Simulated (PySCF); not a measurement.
**CH7InOSi (SMILES [OH][InH][CH2][SiH3]): levels of theory compared**

We compute a comparison of 3 runs (HF/3-21G, r2SCAN/STO-3G, MP2/3-21G) of CH7InOSi. Input form: a Python script.

The calculation is run with PySCF 2.14.0.

## Step 1: The molecule

CH7InOSi has 11 atoms, charge 0, and is taken as a singlet. As SMILES, `[OH][InH][CH2][SiH3]`. The shape is that of a PBE0-D4/def2-TZVP optimisation. This is one conformer, not always the lowest.

Bond lengths: O1–In2 1.994 Å, In2–C3 2.154 Å, C3–Si4 1.861 Å, O1–H5 0.960 Å, In2–H6 1.706 Å, C3–H7 1.095 Å, C3–H8 1.092 Å, Si4–H9 1.489 Å, Si4–H10 1.490 Å, Si4–H11 1.490 Å. Some angles: O1–In2–C3 113.4°, In2–C3–Si4 112.6°, O1–In2–H6 112.8°, C3–In2–H6 133.8°, In2–O1–H5 113.3°, In2–C3–H7 106.6°, In2–C3–H8 108.9°, Si4–C3–H7 109.5°, Si4–C3–H8 111.3°, C3–Si4–H9 112.9°.

## Step 2: Energy and forces at HF/3-21G (run 1)

Contents of input.py:

```python
import pyscf.grad
from pyscf import gto, scf

mol = gto.M(
    atom='''
O   -2.337000   1.136400   0.357400
In  -0.843200   0.469900   1.498000
C    0.519500  -0.827900   0.450100
Si   1.035500  -0.140600  -1.200700
H   -2.279400   0.841600  -0.554200
H   -0.924400   1.051300   3.100100
H   -0.003900  -1.778400   0.302900
H    1.385400  -1.020800   1.087700
H    1.981100  -1.032000  -1.928500
H   -0.162600   0.058900  -2.063700
H    1.694400   1.184600  -1.028700
''',
    verbose=4,
    charge=0,
    max_memory=1860,
    basis='3-21g',
)

mf = scf.RHF(mol)
mf.conv_tol = 1e-10
mf.kernel()
if not mf.converged:
    mf = mf.newton().run(mf.mo_coeff, mf.mo_occ)

etot = mf.e_tot
print(f'total energy: {etot:.8f} hartree')
grad = mf.Gradients().kernel()
mf.analyze()
```

On the command line:

```
$ OMP_NUM_THREADS=1 python input.py
```

The log of the run:

```text
PySCF version 2.14.0

[... 82 lines left out ...]
Nuclear Repulsion Energy =             445.372330216877458
[... 9 lines left out ...]
MO #4   energy= -138.100469584459  occ= 2
[... 7 lines left out ...]
MO #12  energy= -17.4950835992683  occ= 2
[... 7 lines left out ...]
MO #20  energy= -4.2060906528067   occ= 2
[... 7 lines left out ...]
MO #28  energy= -1.09683077014911  occ= 2
[... 7 lines left out ...]
MO #36  energy= -0.524097177803603 occ= 2
[... 7 lines left out ...]
MO #44  energy= 0.109797977170242  occ= 0
[... 7 lines left out ...]
MO #52  energy= 0.308371531675396  occ= 0
[... 7 lines left out ...]
MO #60  energy= 0.544359875986049  occ= 0
[... 7 lines left out ...]
MO #68  energy= 1.36712703586946   occ= 0
[... 7 lines left out ...]
MO #76  energy= 3.10155933158331   occ= 0
[... 51 lines left out ...]
pop of  3 Si 1s           1.99999
pop of  3 Si 2s           1.99982
pop of  3 Si 3s           1.02323
pop of  3 Si 4s           0.00316
pop of  3 Si 2px          1.99979
pop of  3 Si 2py          1.99980
pop of  3 Si 2pz          1.99973
pop of  3 Si 3px          0.82301
pop of  3 Si 3py          0.81573
pop of  3 Si 3pz          0.74570
pop of  3 Si 4px          0.01029
pop of  3 Si 4py          0.01040
pop of  3 Si 4pz          0.01092
pop of  4 H 1s            0.73119
pop of  4 H 2s            0.00920
pop of  5 H 1s            1.13648
pop of  5 H 2s            0.00115
pop of  6 H 1s            0.88041
pop of  6 H 2s            0.00731
pop of  7 H 1s            0.87770
pop of  7 H 2s            0.00750
pop of  8 H 1s            1.11350
pop of  8 H 2s            0.00131
pop of  9 H 1s            1.12597
pop of  9 H 2s            0.00139
pop of  10 H 1s           1.12458
pop of  10 H 2s           0.00146
 ** Mulliken atomic charges  **
charge of    0O =     -0.70796
charge of    1In =      0.88009
charge of    2C =     -0.71142
charge of    3Si =      0.55844
charge of    4H =      0.25961
charge of    5H =     -0.13764
charge of    6H =      0.11228
charge of    7H =      0.11481
charge of    8H =     -0.11480
charge of    9H =     -0.12737
charge of   10H =     -0.12604
Dipole moment(X, Y, Z, Debye):  1.82075, -1.95175,  0.25348
```

Wall time 21 s (1 thread of Intel Xeon at 2.50GHz (Skylake/Cascade Lake), shared host); peak memory 0.15 GiB.

## Step 3: Energy and gradient at r2SCAN/STO-3G (run 2)

Contents of input.xyz:

```xyz
11
CH7InOSi
O     -2.337000     1.136400     0.357400
In    -0.843200     0.469900     1.498000
C      0.519500    -0.827900     0.450100
Si     1.035500    -0.140600    -1.200700
H     -2.279400     0.841600    -0.554200
H     -0.924400     1.051300     3.100100
H     -0.003900    -1.778400     0.302900
H      1.385400    -1.020800     1.087700
H      1.981100    -1.032000    -1.928500
H     -0.162600     0.058900    -2.063700
H      1.694400     1.184600    -1.028700
```

Contents of input.py:

```python
from pyscf import gto, dft

mol = gto.Mole()
mol.atom = 'input.xyz'
mol.verbose = 4
mol.charge = 0
mol.max_memory = 1860
mol.basis = 'sto-3g'
mol.build()

mf = dft.RKS(mol, xc='r2scan')
mf.grids.level = 5
mf.conv_tol = 1e-10
mf.kernel()
if not mf.converged:
    mf = mf.newton().run(mf.mo_coeff, mf.mo_occ)

energy = mf.e_tot
print(f'total energy: {energy:.8f} hartree')
grad = mf.nuc_grad_method().kernel()
dip = mf.dip_moment()
pop, q = mf.mulliken_pop()
```

On the command line:

```
$ OMP_NUM_THREADS=1 python input.py
```

The log of the run:

```text
PySCF version 2.14.0

[... 84 lines left out ...]
converged SCF energy = -6087.13854406787
total energy: -6087.13854407 hartree
[... 12 lines left out ...]
Dipole moment(X, Y, Z, Debye):  0.20599, -0.75252, -0.28409
[... 26 lines left out ...]
pop of  1 In 3dxz         1.99883
pop of  1 In 3dx2-y2      1.99971
pop of  1 In 4dxy         1.94989
pop of  1 In 4dyz         1.94912
pop of  1 In 4dz^2        1.95191
pop of  1 In 4dxz         1.96539
pop of  1 In 4dx2-y2      1.99137
pop of  2 C 1s            1.99055
pop of  2 C 2s            1.29690
pop of  2 C 2px           1.04886
pop of  2 C 2py           1.06194
pop of  2 C 2pz           1.06650
pop of  3 Si 1s           1.99954
pop of  3 Si 2s           1.98472
pop of  3 Si 3s           1.25846
pop of  3 Si 2px          1.95840
pop of  3 Si 2py          1.95879
pop of  3 Si 2pz          1.95832
pop of  3 Si 3px          0.78734
pop of  3 Si 3py          0.79032
pop of  3 Si 3pz          0.75430
pop of  4 H 1s            0.82317
pop of  5 H 1s            1.14388
pop of  6 H 1s            0.94567
pop of  7 H 1s            0.94160
pop of  8 H 1s            1.13442
pop of  9 H 1s            1.14342
pop of  10 H 1s           1.13959
 ** Mulliken atomic charges  **
charge of    0O =     -0.38092
charge of    1In =      0.56759
charge of    2C =     -0.46474
charge of    3Si =      0.54983
charge of    4H =      0.17683
charge of    5H =     -0.14388
charge of    6H =      0.05433
charge of    7H =      0.05840
charge of    8H =     -0.13442
charge of    9H =     -0.14342
charge of   10H =     -0.13959
```

Wall time 98 s (1 thread of Intel Xeon at 2.50GHz (Skylake/Cascade Lake), shared host); peak memory 0.55 GiB.

## Step 4: Energy and gradient at MP2/3-21G (run 3)

Contents of input.py:

```python
# [OH][InH][CH2][SiH3]
import pyscf.grad
from pyscf import gto, mp

mol = gto.M(
    atom='''
O     -2.337000     1.136400     0.357400
In    -0.843200     0.469900     1.498000
C      0.519500    -0.827900     0.450100
Si     1.035500    -0.140600    -1.200700
H     -2.279400     0.841600    -0.554200
H     -0.924400     1.051300     3.100100
H     -0.003900    -1.778400     0.302900
H      1.385400    -1.020800     1.087700
H      1.981100    -1.032000    -1.928500
H     -0.162600     0.058900    -2.063700
H      1.694400     1.184600    -1.028700
''',
    max_memory=1860,
    verbose=4,
    charge=0,
    basis='3-21g',
)

hf = mol.RHF()
hf.conv_tol = 1e-10
hf.kernel()
if not hf.converged:
    hf = hf.newton().run(hf.mo_coeff, hf.mo_occ)

pt = mp.MP2(hf, frozen=25).run()
etot = pt.e_tot
print(f'total energy: {etot:.8f} hartree')
grad = pt.Gradients().kernel()
hf.analyze()
```

On the command line:

```
$ OMP_NUM_THREADS=1 python input.py
```

The log of the run:

```text
PySCF version 2.14.0

[... 87 lines left out ...]
Nuclear Repulsion Energy =             445.372330216877458
[... 9 lines left out ...]
MO #4   energy= -138.100469584459  occ= 2
[... 7 lines left out ...]
MO #12  energy= -17.4950835992683  occ= 2
[... 7 lines left out ...]
MO #20  energy= -4.2060906528067   occ= 2
[... 7 lines left out ...]
MO #28  energy= -1.09683077014911  occ= 2
[... 7 lines left out ...]
MO #36  energy= -0.524097177803603 occ= 2
[... 7 lines left out ...]
MO #44  energy= 0.109797977170242  occ= 0
[... 7 lines left out ...]
MO #52  energy= 0.308371531675396  occ= 0
[... 7 lines left out ...]
MO #60  energy= 0.544359875986049  occ= 0
[... 7 lines left out ...]
MO #68  energy= 1.36712703586946   occ= 0
[... 7 lines left out ...]
MO #76  energy= 3.10155933158331   occ= 0
[... 51 lines left out ...]
pop of  3 Si 1s           1.99999
pop of  3 Si 2s           1.99982
pop of  3 Si 3s           1.02323
pop of  3 Si 4s           0.00316
pop of  3 Si 2px          1.99979
pop of  3 Si 2py          1.99980
pop of  3 Si 2pz          1.99973
pop of  3 Si 3px          0.82301
pop of  3 Si 3py          0.81573
pop of  3 Si 3pz          0.74570
pop of  3 Si 4px          0.01029
pop of  3 Si 4py          0.01040
pop of  3 Si 4pz          0.01092
pop of  4 H 1s            0.73119
pop of  4 H 2s            0.00920
pop of  5 H 1s            1.13648
pop of  5 H 2s            0.00115
pop of  6 H 1s            0.88041
pop of  6 H 2s            0.00731
pop of  7 H 1s            0.87770
pop of  7 H 2s            0.00750
pop of  8 H 1s            1.11350
pop of  8 H 2s            0.00131
pop of  9 H 1s            1.12597
pop of  9 H 2s            0.00139
pop of  10 H 1s           1.12458
pop of  10 H 2s           0.00146
 ** Mulliken atomic charges  **
charge of    0O =     -0.70796
charge of    1In =      0.88009
charge of    2C =     -0.71142
charge of    3Si =      0.55844
charge of    4H =      0.25961
charge of    5H =     -0.13764
charge of    6H =      0.11228
charge of    7H =      0.11481
charge of    8H =     -0.11480
charge of    9H =     -0.12737
charge of   10H =     -0.12604
Dipole moment(X, Y, Z, Debye):  1.82075, -1.95175,  0.25348
```

Wall time 37 s (1 thread of Intel Xeon at 2.50GHz (Skylake/Cascade Lake), shared host); peak memory 0.59 GiB.

## Step 5: All runs side by side

```
run          level  integration grid  frozen core orbitals   energy (Eh)  dipole moment (D) of the reference  HOMO energy (eV)  LUMO energy (eV)  wall time
  1       HF/3-21G                 –                     –  -6118.292934                                2.68            -10.31              1.53       21 s
  2  r2SCAN/STO-3G                 5                     –  -6087.138544                                0.83             -2.53              1.99       98 s
  3      MP2/3-21G                 –                    25  -6118.602963                                2.68            -10.31              1.53       37 s
```

## Step 6: Results

| quantity | value |
| --- | --- |
| run 3: total energy | -6118.60296 Eh |
| run 3: dipole moment (Hartree–Fock density) | 2.68 D |
| run 3: HOMO energy (Hartree–Fock orbitals) | -10.31 eV |
| run 3: LUMO energy (Hartree–Fock orbitals) | 1.53 eV |
| run 3: HOMO–LUMO gap (Hartree–Fock orbitals) | 11.85 eV |
| run 3: correlation energy (25 core orbitals frozen) | -310.0 mEh |
| run 3: largest force on an atom | 1.663 eV/Å |

In run 2 the basis is minimal, so the values are rough. In runs 1, 2, 3 relativity is left out where basis or elements ask for it. All runs together took 2.6 min, the longest 98 s.
